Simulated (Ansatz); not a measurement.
TiC, space group Fm-3m, a point defect in a supercell

Program: the Python package of Ansatz (0.2.0).

The script reads `tic.extxyz`:
```text
2
Lattice="0.0 2.1593 2.1593 2.1593 0.0 2.1593 2.1593 2.1593 0.0" Properties=species:S:1:pos:R:3 pbc="T T T"
Ti    0.00000000    0.00000000    0.00000000
C     2.15930000    2.15930000    2.15930000
```

`tic_defect.py`
```python
"""Point defect (vacancy) in TiC."""

import ansatz as az
import numpy as np

SETTINGS = {
    "k_spacing": 0.5,
    "smearing_width": 0.15,
    "functional": "pbe",
}


def main() -> None:
    structure = az.Crystal.from_extxyz("tic.extxyz")
    host = structure.supercell(2)
    defective = host.vacancy("Ti", at=[0.0, 0.0, 0.0])

    def prepare(structure):
        return (
            structure.calculation()
            .basis(38 * az.Ry)
            .pseudopotentials("paw")
            .kpoints(spacing=SETTINGS["k_spacing"])
            .occupations(az.OccupationsMethod.FERMI_DIRAC, width=SETTINGS["smearing_width"])
            .functional(SETTINGS["functional"])
            .band_table()
        )


    perfect = prepare(host).run().report
    model = prepare(defective)
    model = model.relax(force_tolerance=0.02, max_steps=40)
    outcome = model.run()
    rep = outcome.report

    n_host, n_defect = len(perfect["lattice"]["sites"]), len(rep["lattice"]["sites"])
    print(f"perfect cell: {n_host} atoms, F = {perfect['free_energy_ev']:.4f} eV")
    print(f"defect cell:  {n_defect} atoms, F = {rep['free_energy_ev']:.4f} eV")
    # chemical potentials are still to be added to this difference
    print(f"difference {rep['free_energy_ev'] - perfect['free_energy_ev']:.4f} eV (no chemical potentials)")

    pull = np.linalg.norm(rep["forces_ev_ang"], axis=1)
    for atom in np.argsort(-pull)[:5]:
        print(f"force on {outcome.lattice.sites[atom].symbol}{atom}: {pull[atom]:.3f} eV/A")

    for site in outcome.lattice.sites:
        print(f"{site.symbol:2s}", " ".join(f"{v:8.4f}" for v in site.position_ang))


if __name__ == "__main__":
    main()
```

Output of `python tic_defect.py`:
```text
perfect cell: 16 atoms, F = -22018.2373 eV
defect cell:  15 atoms, F = -19509.9542 eV
difference 2508.2831 eV (no chemical potentials)
force on C6: 0.001 eV/A
force on C8: 0.001 eV/A
force on C2: 0.001 eV/A
force on C4: 0.001 eV/A
force on C10: 0.001 eV/A
C    2.1593   2.1593   2.1593
Ti   2.1593   2.1593  -0.0000
C    4.3186   4.3186   2.2070
Ti   2.1593   0.0000   2.1593
C    4.3186   2.2070   4.3186
Ti   4.3186   2.1593   2.1593
C    6.4302   4.3186   4.3186
Ti   0.0000   2.1593   2.1593
C    2.2070   4.3186   4.3186
Ti   2.1593   4.3186   2.1593
C    4.3186   6.4302   4.3186
Ti   2.1593   2.1593   4.3186
C    4.3186   4.3186   6.4302
Ti   4.3186   4.3186   4.3186
C    6.4779   6.4779   6.4779
```

Caveats:
- Absolute energies stand on the zero of these potentials, so only differences at equal settings mean something. A total without «per atom» is that of the whole cell that was run.
- The mesh is modest for a metal, so energies can be off by several to tens of meV an atom and pressures by half a GPa or more; differences at equal mesh fare better.
- The smearing is wide enough that free energy and stress hold a thermal part of the electrons.
- Of the deposited cell: the entry's cell lengths or inner coordinates differ somewhat from later room-temperature determinations.
- The difference holds no chemical potentials.
- Errors of mesh and smearing per atom add up over the supercell, so the energy can be off by tenths of an eV.
- The starting cell is as deposited in a crystallographic database; the results hold for this polymorph, which needn't be the stable one.
- The supercell is small, so the defect meets its images and the energies aren't those of an isolated defect; a partly filled defect level may also lower its energy by spin or distortion. For a charged cell the difference holds no correction, alignment or term for the electrons' reservoir.
- Wall time of the script: 20 s on 1 thread of Arm Neoverse V2, with other jobs on the host, peak memory 0.57 GiB.
